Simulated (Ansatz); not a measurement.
# HfSn2Se6: the cost of one run

Program: Ansatz 0.2.0. Level of theory: DFT PBE, scalar-relativistic, plane waves, PAW. These are calculated values, not measurements.

**1. The system as given**

The structure is trigonal, space group P-31m (No. 162). Conventional cell: a = 6.687 Å, b = 6.687 Å, c = 7.098 Å, α = 90.00°, β = 90.00°, γ = 120.00°. Hf (site symmetry -3m) has 6 Se at 2.72 Å as nearest neighbours. Around Sn (site symmetry 32) lie 6 Se at 2.74 Å. Se (site symmetry m) is surrounded by 1 Hf at 2.72 Å and 2 Sn at 2.74 Å.

Coordinates:

```cif
data_structure
_symmetry_space_group_name_H-M 'P-31m'
_symmetry_Int_Tables_number 162
_cell_length_a 6.6874
_cell_length_b 6.6874
_cell_length_c 7.0982
_cell_angle_alpha 90.000
_cell_angle_beta 90.000
_cell_angle_gamma 120.000
_cell_volume 274.91
loop_
_atom_site_label
_atom_site_type_symbol
_atom_site_symmetry_multiplicity
_atom_site_Wyckoff_symbol
_atom_site_fract_x
_atom_site_fract_y
_atom_site_fract_z
_atom_site_occupancy
Hf1 Hf 1 a 0.00000 0.00000 0.00000 1
Sn1 Sn 2 c 0.66667 0.33333 0.00000 1
Se1 Se 6 k 0.33040 0.33040 0.77654 1
```

It is the end of an earlier relaxation with the same method, from a generated guess; it needn't be the stable form of this composition. At a tolerance of 0.02 Å it has space group P-31m (No. 162); it has 30.55 Å³/atom, an uncorrected energy of -0.61 eV/atom over the elements.

**2. Electronic structure at the relaxed geometry**

input.yaml reads:

```yaml
crystal:
  lattice:
    - [6.6873682314, 0.0, 0.0]
    - [-3.3436841157, 5.7914307728, 0.0]
    - [0.0, 0.0, 7.098245]
  atoms:
    - { symbol: Hf, position: [0.0, 0.0, 0.0] }
    - { symbol: Sn, position: [0.6666666667, 0.3333333333, 0.0] }
    - { symbol: Sn, position: [0.3333333333, 0.6666666667, 0.0] }
    - { symbol: Se, position: [0.330401, 0.330401, 0.776539] }
    - { symbol: Se, position: [0.0, 0.669599, 0.776539] }
    - { symbol: Se, position: [0.669599, 0.0, 0.776539] }
    - { symbol: Se, position: [0.0, 0.330401, 0.223461] }
    - { symbol: Se, position: [0.669599, 0.669599, 0.223461] }
    - { symbol: Se, position: [0.330401, 0.0, 0.223461] }
basis:
  ecutwfc: 420
kpoints:
  mp_grid: { grid: [6, 6, 6] }
  band_path:
    path:
      - [[0.0, 0.0, 0.0], [0.5, 0.0, 0.0], [0.33333333, 0.33333333, 0.0], [0.0, 0.0, 0.0], [0.0, 0.0, 0.5], [0.5, 0.0, 0.5], [0.33333333, 0.33333333, 0.5], [0.0, 0.0, 0.5]]
      - [[0.5, 0.0, 0.5], [0.5, 0.0, 0.0]]
      - [[0.33333333, 0.33333333, 0.5], [0.33333333, 0.33333333, 0.0], [0.33333333, 0.33333333, -0.5]]
    npoints: 14
hamiltonian:
  xc: pbe
scf:
  occupations: { method: gaussian, width: 0.02 }
  n_extra_bands: 22
output:
  forces: true
  stress: true
  eigenvalues: true
  populations: true
  dos: { projected: true, de: 0.02, nscf_kmesh: { grid: [9, 9, 9] } }
  bader: true
```

On the command line:

```sh
> ansatz run input.yaml --threads 4 --pin off --max-ram 8192MiB --backend cpu --events-out ev --progress --plain --runs-dir out
```

**Question.** How long does this run take on 4 threads of Arm Neoverse V1, shared host, and how much memory does it need?

About 99 s, with a peak of 2.3 GiB.
